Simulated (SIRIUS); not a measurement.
The system is HPbNO4.

```
H Pb N O
1.0
     4.19923    0.11117    0.16817
     1.91600    3.89132    0.12568
     1.76085    1.25259    6.37266
H Pb N O
1 1 1 4
Direct
  0.89145 0.68202 0.62796
  0.14426 0.92872 0.88352
  0.25670 0.28861 0.30171
  0.83108 0.65056 0.78405
  0.38694 0.22380 0.11295
  0.31104 0.03576 0.45856
  0.07726 0.60633 0.32275
```

The cell was built by a generator and needn't be a form met in nature.

- Program: SIRIUS 7.12.0
- Task: single point
- Functional: PBE
- Potentials or basis: PseudoDojo 0.4.1 PBE standard (scalar relativistic)
- Cutoff: 1152 eV
- Density cutoff: 4606 eV
- k mesh: 7 × 7 × 5
- Occupations: fermi-dirac, width 0.05 eV
- Spin: no spin polarisation

On this cell: pressure -0.1 GPa; largest force 0.178 eV/Å; band gap on the k mesh 2.79 eV.

The same run follows on a disturbed copy (atoms moved at random, drawn with an rms of 0.05 Å):

```
CELL_PARAMETERS angstrom
4.19923 0.11117 0.16817
1.91600 3.89132 0.12568
1.76085 1.25259 6.37266
ATOMIC_POSITIONS crystal
H 0.88037 0.67082 0.63301
Pb 0.14317 0.91735 0.88723
N 0.26542 0.29401 0.30168
O 0.83886 0.64335 0.78096
O 0.38074 0.20999 0.11302
O 0.30953 0.04677 0.45795
O 0.06671 0.60292 0.32096
```

Question: What changes?

Answer: The energy moves by +26.4 meV/atom; pressure 2.1 GPa; largest force 2.519 eV/Å; band gap on the k mesh 2.78 eV.

Forces in eV/Å, atoms in the order of the input:
```
H    0.056 -0.105 -2.134
Pb   0.010  0.035 -0.059
N   -1.715 -1.648 -0.828
O   -0.108  0.138  2.201
O    0.659  0.790  0.293
O    0.651 -0.667  0.868
O    0.447  1.456 -0.341
```

Stress tensor (GPa, compression positive):
```
-0.38 -0.49  0.14
-0.49  2.61 -1.96
 0.14 -1.96  4.15
```

Caveats: spin-orbit coupling is left out, which as a rule narrows the gap of such compounds by several tenths of an eV; an odd mesh through Γ misses points on the zone boundary, where band edges often lie.
